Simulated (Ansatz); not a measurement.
**Ti3Ag: from the listed structure to its properties**

One table from this session's results is given with a row withheld; the runs are named, their logs left out.

Program: Ansatz 0.2.0. Level of theory: DFT r2SCAN, scalar-relativistic, plane waves, PAW. These are calculated values, not measurements.

## The system as given

It takes space group P4/mmm (No. 123, tetragonal). The conventional cell has a = 4.187 Å, b = 4.187 Å, c = 3.950 Å, α = 90.00°, β = 90.00°, γ = 90.00°. Around Ti (site symmetry mmm) lie 8 Ti at 2.88 to 2.96 Å and 4 Ag at 2.88 Å. Ti (site symmetry 4/mmm) is surrounded by 8 Ti at 2.88 Å and 4 Ag at 2.96 Å. Ag (site symmetry 4/mmm) has 12 Ti at 2.88 to 2.96 Å as nearest neighbours.

Coordinates:

```
CELL_PARAMETERS angstrom
4.18700 0.00000 0.00000
0.00000 4.18700 0.00000
0.00000 0.00000 3.95000
ATOMIC_POSITIONS crystal
Ti 0.00000 0.50000 0.50000
Ti 0.50000 0.00000 0.50000
Ti 0.50000 0.50000 0.00000
Ag 0.00000 0.00000 0.00000
```

Source of the structure: the Crystallography Open Database.

Set-up of the first run:

(A quick probe on a coarse mesh, which set the mesh and smearing, is not shown.)

Contents of input.yaml:

```yaml
crystal:
  lattice:
    - [4.187, 0.0, 0.0]
    - [0.0, 4.187, 0.0]
    - [0.0, 0.0, 3.95]
  atoms:
    - { symbol: Ti, position: [0.0, 0.5, 0.5] }
    - { symbol: Ti, position: [0.5, 0.0, 0.5] }
    - { symbol: Ti, position: [0.5, 0.5, 0.0] }
    - { symbol: Ag, position: [0.0, 0.0, 0.0] }
basis:
  ecutwfc: 500
kpoints:
  mp_grid: { grid: [10, 10, 10] }
hamiltonian:
  xc: r2scan
scf:
  occupations: { method: gaussian, width: 0.1 }
output:
  forces: true
  stress: true
  eigenvalues: true
relax:
  adjacent_minimum: "off"
  f_tol: 0.005
  max_steps: 80
  cell: { stress_tol: 0.05 }
```

Among the steps run: Relaxing cell and atoms; Electronic structure at the relaxed geometry; Point at V/V0 = 0.97; Point at V/V0 = 1.03; Point at V/V0 = 0.94; The cell scaled to 1.06 of its volume.

One of the session's tables, all rows but one given; the rest of the session is left out.

It belongs to the step «Equation of state». 

```
volume (Å³/atom)  energy above the lowest point (meV/atom)  pressure (GPa)
          15.950                                      25.2            8.47
          16.459                                       5.9            3.90
          16.968                                       0.0           -0.02
          17.477                                         ?               ?
          17.986                                      21.1           -6.27
```

Q: Estimate the row for volume (Å³/atom) = 17.477 from the others.

Worked estimate for «energy above the lowest point (meV/atom)». A straight line through the neighbours (16.968, 0.0) and (17.986, 21.1) gives 0.0 + (21.1 − 0.0) × (17.477 − 16.968) / (17.986 − 16.968) = 10.6; a parabola fitted to 3 rows on both sides gives 5.1.

The run gave: energy above the lowest point (meV/atom): 5.6; pressure (GPa): -3.38. In «energy above the lowest point (meV/atom)» the line misses by +5.0 and the parabola by -0.5.
